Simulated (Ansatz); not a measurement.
**GaGe3 (Pm-3m): test of the smearing width, by script**

All numbers are computed with Ansatz 0.2.0, driven from Python. Level of theory: DFT PBE, plane waves, PAW.

**1. The system**

The structure is cubic, space group Pm-3m (No. 221). Conventional cell: a = 4.278 Å, b = 4.278 Å, c = 4.278 Å, α = 90.00°, β = 90.00°, γ = 90.00°. Ga (site symmetry m-3m) has 12 Ge at 3.03 Å as nearest neighbours. Ge (site symmetry 4/mmm) has 4 Ga at 3.03 Å and 8 Ge at 3.03 Å as nearest neighbours.

gage3.cif, read by the script:

```cif
data_GaGe3
_cell_length_a 4.278466
_cell_length_b 4.278466
_cell_length_c 4.278466
_cell_angle_alpha 90.00000
_cell_angle_beta 90.00000
_cell_angle_gamma 90.00000
_symmetry_space_group_name_H-M 'P 1'
_symmetry_Int_Tables_number 1
loop_
_symmetry_equiv_pos_as_xyz
'x, y, z'
loop_
_atom_site_label
_atom_site_type_symbol
_atom_site_fract_x
_atom_site_fract_y
_atom_site_fract_z
Ga1 Ga    0.000000    0.000000    0.000000
Ge2 Ge    0.000000    0.500000    0.500000
Ge3 Ge    0.500000    0.000000    0.500000
Ge4 Ge    0.500000    0.500000    0.000000
```

**2. Script**

The input, gage3.py:

```python
'''Smearing width test for GaGe3.'''

import argparse

import ansatz as az
from ase.io import read
import matplotlib.pyplot as plt

parser = argparse.ArgumentParser(description='Smearing width test for GaGe3.')
parser.add_argument('--kmesh', type=int, nargs=3, default=[6, 6, 6], help='k-point sampling')
args = parser.parse_args()


def main() -> None:
    atoms = read('gage3.cif')
    structure = az.Crystal.from_ase(atoms)

    setup = structure.calculation().basis(38 * az.Ry).kpoints(*args.kmesh)

    rows = []
    for value in [0.25, 0.15, 0.1, 0.05, 0.025]:
        r = setup.occupations('fermi_dirac', width=value).run().report
        rows.append((value, r['free_energy_ev'] / len(r['lattice']['sites']), r['n_iterations'], r['n_kpoints']))

    print('  width (eV)   F/atom (eV)    iterations      k-points')
    for row in rows:
        print(f'{str(row[0]):>12s}  {row[1]:12.5f}  {row[2]:12d}  {row[3]:12d}')

    # the last row is the reference
    for row in rows[:-1]:
        shift = 1000 * (row[1] - rows[-1][1])
        print(f'{row[0]}: {shift:+.2f} meV/atom' + ('  (within 1 meV)' if abs(shift) < 1 else ''))
    plt.figure(figsize=(4.5, 3))
    plt.plot([str(row[0]) for row in rows], [1000 * (row[1] - rows[-1][1]) for row in rows], 'o-')
    plt.xlabel('width (eV)')
    plt.ylabel('F - F(last) (meV/atom)')
    plt.tight_layout()
    plt.savefig('smear.png', dpi=100)


if __name__ == '__main__':
    main()
```

**3. The calls as engine input**

The package turns the script's settings into the engine's input (first run):

```yaml
crystal:
  lattice:
    - [4.278466, 0.0, 0.0]
    - [0.0, 4.278466, 0.0]
    - [0.0, 0.0, 4.278466]
  atoms:
    - { symbol: Ga, position: [0.0, 0.0, 0.0] }
    - { symbol: Ge, position: [0.0, 0.5, 0.5] }
    - { symbol: Ge, position: [0.5, 0.0, 0.5] }
    - { symbol: Ge, position: [0.5, 0.5, 0.0] }
basis:
  ecutwfc: 517.016338673772
kpoints:
  mp_grid:
    grid: [6, 6, 6]
scf:
  occupations:
    method: fermi_dirac
    width: 0.25
```

**4. Running it**

Started as:

```console
python gage3.py
```

**Question.** How long does this script take on 1 thread of Arm Neoverse V1, shared host, and how much memory does it need?

About 18 s, with a peak of 0.5 GiB.
